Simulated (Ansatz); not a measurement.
Predict the output of the script below (the Ansatz DFT code, driven from Python).

The script, `drho.py`:
```python
# -*- coding: utf-8 -*-
import ansatz as az
import numpy as np

VECTORS = np.array([
    [-1.620026, 1.620026, 5.040113],
    [1.620026, -1.620026, 5.040113],
    [1.620026, 1.620026, -5.040113],
])
SITES = [
    ("Mg", (0.647217, 0.647217, 0.0)),
    ("Mg", (0.352783, 0.352783, 0.0)),
    ("Pd", (0.0, 0.0, 0.0)),
]


def make_crystal(cell):
    crystal = az.Crystal(lattice=az.Lattice.of(cell))
    for symbol, position in SITES:
        crystal = crystal.atom(symbol, position)
    return crystal

def solve(crystal):
    return (
        crystal.calculation()
        .functional("pbesol")
        .occupations("Marzari-Vanderbilt", width=0.1)
        .basis(460, grid_basis="typed")
        .kpoints(12, 12, 12)
        .density()
        .run(threads=1)
    )


whole = solve(make_crystal(VECTORS))
difference = whole.density().channels[0].density_e_per_ang3.copy()
binding = whole.report["free_energy_ev"]
for element in ["Mg", "Pd"]:
    part = az.Crystal(lattice=az.Lattice.of(VECTORS))
    for symbol, position in SITES:
        if symbol == element:
            part = part.atom(symbol, position)
    alone = solve(part)
    difference -= alone.density().channels[0].density_e_per_ang3
    binding -= alone.report["free_energy_ev"]
    print(f"{element} sublattice: {alone.report['n_electrons']:g} electrons, {alone.report['n_iterations']} iterations")

voxel = abs(np.linalg.det(VECTORS)) / difference.size
print(f"energy of the crystal less its unpolarised sublattices: {binding / len(SITES):.4f} eV/atom")
print(f"net charge of the difference {difference.sum() * voxel:.5f} e, charge rearranged {0.5 * np.abs(difference).sum() * voxel:.3f} e")
print(f"extremes {difference.min():.4f} and {difference.max():.4f} e/A^3")
for (symbol, position) in SITES:
    index = tuple(int(round(p * n)) % n for p, n in zip(position, difference.shape))
    print(f"  change of the pseudo-density at the grid point nearest {symbol}: {difference[index]:+.4f} e/A^3")
profile = difference.mean(axis=(0, 1))
print("planar mean along the third vector:", np.round(profile[:: max(len(profile) // 12, 1)], 4))
```

`python drho.py` gives:
```text
Mg sublattice: 20 electrons, 6 iterations
Pd sublattice: 18 electrons, 7 iterations
energy of the crystal less its unpolarised sublattices: -1.6761 eV/atom
net charge of the difference 0.00000 e, charge rearranged 0.480 e
extremes -0.2716 and 0.1469 e/A^3
  change of the pseudo-density at the grid point nearest Mg: -0.0072 e/A^3
  change of the pseudo-density at the grid point nearest Mg: -0.0072 e/A^3
  change of the pseudo-density at the grid point nearest Pd: +0.0624 e/A^3
planar mean along the third vector: [-0.0098 -0.0066 -0.0026 -0.0009  0.0019  0.005   0.0069  0.0072  0.0058
  0.003  -0.0001 -0.0019 -0.005  -0.0094]
```

Caveats:
- The fields are valence quantities on the plane-wave grid; their values near the nuclei depend on the potentials.
- This cell is a computed structure, which may not be the phase found in nature.
- Charge moved counts every rearrangement, bonding and polarisation too, and is no transfer between atoms; the bare sublattices are artificial references. Values near the nuclei depend on the potentials.
- Run time: 23 s on 1 thread of Arm Neoverse V1, with other jobs on the host, peak memory 0.5 GiB.
